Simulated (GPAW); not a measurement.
A run of GPAW 26.7.0:

The input run.py:

```python
from ase import Atoms
from ase.calculators.mixing import SumCalculator
from ase.filters import FrechetCellFilter
from ase.io import write
from ase.optimize import BFGS
from dftd3.ase import DFTD3
from gpaw import GPAW, PW

atoms = Atoms(['Ga', 'F'],
              cell=[[3.16592, 0.0, 0.0],
                    [0.0, 3.16592, 0.0],
                    [0.0, 0.0, 3.16592]],
              scaled_positions=[[0.0, 0.0, 0.0],
                                [0.5, 0.5, 0.5]],
              pbc=True)

calc = GPAW(mode=PW(800),
            xc='RPBE',
            kpts={'size': (8, 8, 8), 'gamma': True},
            occupations={'name': 'fermi-dirac', 'width': 0.05},
            nbands=13,
            convergence={'density': 1e-05, 'forces': 0.0001},
            maxiter=150,
            txt='gpaw.txt')
atoms.calc = SumCalculator([calc, DFTD3(method='rpbe', damping='d3zero')])
opt = BFGS(FrechetCellFilter(atoms), trajectory='relax.traj', logfile='-')
done = opt.run(fmax=0.02, steps=60)
calc.write('gs.gpw')
write('result.traj', atoms)
print('Converged:', done)
print('Cell:', atoms.cell.cellpar().round(4))
print('Volume:', round(atoms.get_volume(), 4))
print(atoms.get_scaled_positions().round(5))
```

Potentials or basis: the program's PAW data sets (release 1.2.1) made for this functional, pw.

Run with:

```console
$ OMP_NUM_THREADS=1 python run.py
```

Hardware: 1 thread of Arm Neoverse V1 (shared host).

Question: Estimate the wall time of this run.

Answer: It took 97 s on 1 thread of Arm Neoverse V1 (shared host), peak memory 0.23 GiB. Counts: scf iterations 63, plane waves 1654, bands 13, k points 35, ion steps 6.
